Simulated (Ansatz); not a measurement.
What does this script print? It uses Ansatz 0.2.0 through its Python package.

The script, `bde_chclfi.py`:
```python
# -*- coding: utf-8 -*-
"""X-H bond energies of CHClFI without relaxation."""

import ansatz as az


def energy(molecule, charge=0, unpaired=0):
    calc = (
        molecule.calculation()
        .basis(gaussian="def2-SVPD")
        .functional("cam_b3lyp")
        .scf(lower_state_search="off")
    )
    if charge:
        calc = calc.charge(charge)
    if unpaired:
        calc = calc.spin("collinear", total=unpaired)
    return calc.run(threads=1).report["free_energy_ev"]

def without(molecule, index):
    rest = az.Crystal.molecule()
    for i, site in enumerate(molecule.cartesian_sites):
        if i != index:
            rest = rest.atom(site.symbol, site.position_ang)
    return rest

mol = (
    az.Crystal.molecule()
    .atom("F", (-0.3567, 0.0929, 1.3607))
    .atom("C", (0.0623, 0.1289, 0.0726))
    .atom("Cl", (1.2118, -1.1783, -0.1137))
    .atom("I", (-1.4491, -0.1906, -1.2419))
    .atom("H", (0.5816, 1.0734, -0.1192))
)

whole = energy(mol, 0)
hydrogen = energy(az.Crystal.molecule().atom("H", (0, 0, 0)), 0, 1)
print(f"E(molecule) = {whole:.5f} eV, E(H) = {hydrogen:.5f} eV")
for index in [4]:
    radical = energy(without(mol, index), 0, 1)
    print(f"H{index}: homolysis {96.485332 * (radical + hydrogen - whole):.1f} kJ/mol")
    anion = energy(without(mol, index), -1)
    print(f"H{index}: loss of a proton {96.485332 * (anion - whole):.1f} kJ/mol")
```

```console
$ python bde_chclfi.py
E(molecule) = -24385.78780 eV, E(H) = -13.54842 eV
H4: homolysis 435.5 kJ/mol
H4: loss of a proton 1579.5 kJ/mol
```

Reading the output:
- The settings weren't tested for convergence.
- The geometry is a force-field or estimated start, not a minimum of this method, and the basis set is short of its limit. All parts are taken at fixed geometry, without zero-point energy.
- def2 sets replace the cores of elements past krypton by effective core potentials.
- The spin-orbit lowering of heavy atoms is left out.
- Wall time of the script: 14 s on 1 thread of Arm Neoverse V1 (shared host), peak memory 0.34 GiB.
